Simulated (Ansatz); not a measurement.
**Ge₂H₄+ (doublet): from Hartree-Fock to the top rungs, cc-pVDZ**

Aim: climb from Hartree-Fock through coupled cluster and multireference methods for Ge₂H₄+ (doublet) at one geometry and basis, and see what each rung misses.

Method: cc-pVDZ, core rule «outside noble gas», up to 28 orbitals frozen; program: Ansatz 0.2.0, Gaussian basis.

To be run: UHF; CCSD(T) on ROHF; CCSD(T) on UHF; BCCD(T) on ROHF; CISD; CCSDT(Q) on ROHF; CCSDT(Q) on UHF; CASSCF and MRCISD+Q, 9 electrons in 9 orbitals; CASSCF and NEVPT2, 9 electrons in 9 orbitals.

19 further runs of the same task are left out: 11 that didn't finish, 8 set aside as unsound or not needed.

## Step 1: The geometry

The geometry is a PBE0/def2-TZVP stationary point (not a proven minimum) of the parent state, kept for this charge and spin. No spin-orbit coupling is included. The filled d shell of Ge may be among the frozen orbitals whatever the setting's name suggests; the logs give the count.

6 atoms, charge 1, spin multiplicity 2.

Atoms are counted from 1 here; the program's logs count them from 0.

Bond lengths: Ge1–Ge2 2.500 Å, Ge1–H3 1.541 Å, Ge1–H4 1.546 Å, Ge1–H5 1.546 Å, Ge2–H6 1.593 Å. Angles: Ge2–Ge1–H3 118.4°, Ge2–Ge1–H4 108.4°, Ge2–Ge1–H5 108.4°, H3–Ge1–H4 107.6°, H3–Ge1–H5 107.6°, H4–Ge1–H5 105.8°, Ge1–Ge2–H6 92.3°.

As a file:

```xyz
6

Ge    0.0000    0.0168    1.2218
Ge    0.0000   -0.0363   -1.2773
H     0.0000    1.3870    1.9258
H     1.2331   -0.7670    1.7257
H    -1.2331   -0.7670    1.7257
H     0.0000    1.5538   -1.3752
```

## Step 2: UHF

in.yaml reads:

```yaml
crystal:
  periodic: [false, false, false]
  atoms:
    - {symbol: Ge, position_ang: [0.000000, 0.016763, 1.221757]}
    - {symbol: Ge, position_ang: [0.000000, -0.036285, -1.277289]}
    - {symbol: H, position_ang: [0.000000, 1.387006, 1.925829]}
    - {symbol: H, position_ang: [1.233110, -0.766974, 1.725729]}
    - {symbol: H, position_ang: [-1.233110, -0.766974, 1.725729]}
    - {symbol: H, position_ang: [0.000000, 1.553826, -1.375198]}
basis:
  gaussian: {orbitals: cc-pVDZ}
total_charge: 1
magnetization: {spin_polarized: true, initial_magnetization: 1}
hamiltonian: {xc: hf}
output: {orbitals: {seedname: orbitals}}
```

On the command line:

```sh
$ ansatz run in.yaml --threads 1 --pin off --events-out ev --progress --plain --max-ram 2393MiB
```

After this run come: CCSD(T) on ROHF; CCSD(T) on UHF; BCCD(T) on ROHF; CISD; CCSDT(Q) on ROHF; CCSDT(Q) on UHF; CASSCF and MRCISD+Q, 9 electrons in 9 orbitals; CASSCF and NEVPT2, 9 electrons in 9 orbitals.

Before running them: what should the planned runs give, taken together? Wanted: UCCSDT(Q) below the RHF energy; RMP2 from UCCSDT(Q); UMP2 from UCCSDT(Q); RCCSD from UCCSDT(Q); RCCSD(T) from UCCSDT(Q); UCCSD(T) from UCCSDT(Q); RCCSDT(Q) from UCCSDT(Q); NEVPT2 frontier from UCCSDT(Q); T1 diagnostic.

**Answer**, as computed:

```
                         quantity                                                   value
   UCCSDT(Q) below the RHF energy                                              -5.6459 eV
              RMP2 from UCCSDT(Q)                                           +130.4 kJ/mol
              UMP2 from UCCSDT(Q)                                           +130.7 kJ/mol
             RCCSD from UCCSDT(Q)                                            +17.3 kJ/mol
          RCCSD(T) from UCCSDT(Q)                                             +4.1 kJ/mol
          UCCSD(T) from UCCSDT(Q)                                             +3.8 kJ/mol
         RCCSDT(Q) from UCCSDT(Q)                                             +0.4 kJ/mol
   NEVPT2 frontier from UCCSDT(Q)                                           +118.3 kJ/mol
levels within 1 kcal/mol (43 meV)  RCCSD(T), UCCSD(T), BCCD(T), RCCSDT, UCCSDT, RCCSDT(Q)
                    T1 diagnostic                                                   0.027
```

RCCSD(T) lands +4.1 kJ/mol from the yardstick (0.8 % of the correlation energy). These misses are within one basis, not against nature; the frozen cores of restricted and unrestricted runs differ, which can shift their rows.
